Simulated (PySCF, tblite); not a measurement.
# C7H4ClP: geometry, infrared bands and NMR shifts

Wanted: the infrared bands and NMR shifts of C7H4ClP (`P#Cc1ccc(Cl)cc1`), by calculation.

The runs use tblite 0.8.0 and PySCF 2.14.0, with density-fitted response routines of our own; the level of theory stands in each step. All values are computed, except where a source is named. Atoms count from 0, in the outputs and in this text.

## (1) The molecule as given

13 atoms, charge 0, multiplicity 1; geometry from: force field or distance geometry start.

Bonds of the start (Å): P0–C1 1.55, C1–C2 1.43, C2–C3 1.39, C3–C4 1.40, C4–C5 1.40, C5–Cl6 1.75, C5–C7 1.41, C7–C8 1.40, C8–C2 1.40, C3–H9 1.09, C4–H10 1.08, C7–H11 1.08, C8–H12 1.08.

## (2) Relaxing the molecule with GFN2-xTB

Job settings and geometry (Å):

```
{"job": {"kind": "relax", "xc": "GFN2-xTB", "basis": "xTB"}, "charge": 0, "multiplicity": 1}
P      4.008000    -0.394100    -0.650000
C      2.479000    -0.238600    -0.413600
C      1.079000    -0.108400    -0.171600
C      0.305700    -1.211600     0.189700
C     -1.069000    -1.085600     0.427900
C     -1.688200     0.163600     0.267900
Cl    -3.406000     0.335900     0.545700
C     -0.915400     1.282600    -0.097900
C      0.457900     1.141200    -0.323700
H      0.768700    -2.190900     0.321500
H     -1.655600    -1.949900     0.707000
H     -1.396600     2.242200    -0.217800
H      1.028100     2.014100    -0.603000
```

On the command line:

```console
> OMP_NUM_THREADS=1 python probes_run.py task.json out
```

One launch serves the whole session: the jobs run in the order shown.

**Question.** This job is followed by: GFN2-xTB harmonic vibrations, gas phase; GIAO PBE0/pcSseg-1 NMR shielding, non-relativistic, gas phase. What will the session give for the following? strongest single infrared mode (GFN2-xTB); zero-point energy (GFN2-xTB); ¹³C shifts against TMS (PBE0/pcSseg-1, means over atoms taken as alike); ¹H shifts against TMS (PBE0/pcSseg-1, means over atoms taken as alike); ³¹P shifts against H3PO4 (PBE0/pcSseg-1); ³⁵Cl shifts against HCl (PBE0/pcSseg-1).

**Answer**, as computed:

| quantity | value |
| --- | --- |
| strongest single infrared mode (GFN2-xTB) | 1103 cm⁻¹, 50 km/mol |
| zero-point energy (GFN2-xTB) | 52.6 kcal/mol |
| ¹³C shifts against TMS (PBE0/pcSseg-1, means over atoms taken as alike) | 175.5, 148.0, 143.2, 134.6, 130.8 ppm |
| ¹H shifts against TMS (PBE0/pcSseg-1, means over atoms taken as alike) | 7.96, 7.52 ppm |
| ³¹P shifts against H3PO4 (PBE0/pcSseg-1) | 36.7 ppm |
| ³⁵Cl shifts against HCl (PBE0/pcSseg-1) | 258 ppm |

**Reading.** The optimisation took 13 steps and gained 0.068 eV; among the close pairs (by a distance rule), C1–C2 changed most, from 1.427 to 1.400 Å. No mode is imaginary among the 33: a minimum at this level. The strongest single mode, at 1103 cm⁻¹, has its largest shares on C5, H10 and H11 (the list is cut at 3 atoms). Unscaled tight-binding wavenumbers are off by several per cent, some by more. Its intensities can rank the bands wrongly. At PBE0/pcSseg-1: The largest span, 572 ppm, is at P0, where the paramagnetic term is -688 ppm. NICS(1)zz of -25 ppm above the planar ring from C2 marks a diatropic (aromatic) ring current.
